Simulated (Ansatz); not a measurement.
A nudged elastic band was laid between two geometries of a periodic cell of 17 atoms, Si$_{16}$O (host Si, host structure diamond, interstitial O).

All numbers below come from Ansatz 0.2.0, DFT PBE, scalar-relativistic, plane waves, PAW. Settings: PAW set soft_1, cutoff 420 eV, k mesh 2x2x2, gaussian smearing 0.05 eV, spin collinear.

* movable images: 3
* climbing image: yes
* spring: 5.0 eV/Å²
* optimiser: quadratic models (default)
* start path: default
* force threshold: 0.05 eV/Å
* iteration limit: 8
* end points: relaxed

Image 0:

```xyz
17
Lattice="0.0000 5.4300 5.4300 5.4300 0.0000 5.4300 5.4300 5.4300 0.0000" Properties=species:S:1:pos:R:3
Si 0.002 0.024 0.019
Si 1.429 1.096 1.594
Si 2.735 2.412 0.187
Si 3.818 4.200 1.185
Si 2.835 -0.239 2.887
Si 4.089 1.370 4.057
Si 5.155 2.796 2.477
Si 6.485 4.093 3.880
Si 0.070 2.641 2.743
Si 1.343 4.078 4.095
Si 2.612 5.508 2.729
Si 4.089 6.763 4.080
Si 2.716 2.707 5.417
Si 4.144 3.975 6.785
Si 5.419 5.435 5.436
Si 6.710 6.865 6.770
O 6.789 2.696 4.729
```

Image 4:

```xyz
17
Lattice="0.0000 5.4300 5.4300 5.4300 0.0000 5.4300 5.4300 5.4300 0.0000" Properties=species:S:1:pos:R:3
Si 0.071 -0.027 0.075
Si 1.430 1.121 1.621
Si 2.735 2.528 0.305
Si 4.088 4.068 1.382
Si 2.830 -0.178 2.956
Si 4.138 1.356 4.171
Si 5.410 2.705 2.709
Si 6.478 4.258 4.054
Si 0.004 2.697 2.691
Si 1.344 4.053 4.066
Si 2.613 5.421 2.639
Si 3.819 6.965 3.945
Si 2.712 2.727 5.438
Si 4.086 4.086 6.776
Si 5.151 5.666 5.349
Si 6.705 6.803 6.711
O 6.782 3.409 5.451
```

**Question.** What changes between the two ends?

**Answer.** The atom that moves furthest is O17, by 1.02 Å.

**Question.** What energy profile does the band end with?

**Answer.** The run converged. The highest image is number 2 of 0 to 4, 0.011 eV above the ends, which have the same energy within 2 meV. The order of the stationary point at the top wasn't checked. Limits of this set-up: coarse k mesh.

| image | path coordinate (Å) | energy (eV) |
| --- | --- | --- |
| 0 | 0.00 | 0.000 |
| 1 | 0.33 | 0.005 |
| 2 | 0.66 | 0.011 |
| 3 | 0.98 | 0.005 |
| 4 | 1.31 | 0.000 |

**Question.** What is the geometry of the highest image?

**Answer.** 
```xyz
17
Lattice="0.0000 5.4300 5.4300 5.4300 0.0000 5.4300 5.4300 5.4300 0.0000" Properties=species:S:1:pos:R:3
Si 0.052 -0.001 0.053
Si 1.448 1.073 1.642
Si 2.703 2.464 0.251
Si 3.938 4.140 1.262
Si 2.871 -0.238 2.953
Si 4.146 1.371 4.111
Si 5.281 2.769 2.563
Si 6.473 4.184 3.961
Si 0.053 2.662 2.716
Si 1.354 4.063 4.082
Si 2.606 5.468 2.677
Si 3.938 6.883 4.005
Si 2.740 2.723 5.422
Si 4.146 4.034 6.774
Si 5.281 5.581 5.376
Si 6.720 6.849 6.727
O 6.668 3.012 5.132
```

Time of the run: 85 s on 2 threads of Arm Neoverse V2, on a shared host, peak memory 1.2 GiB.
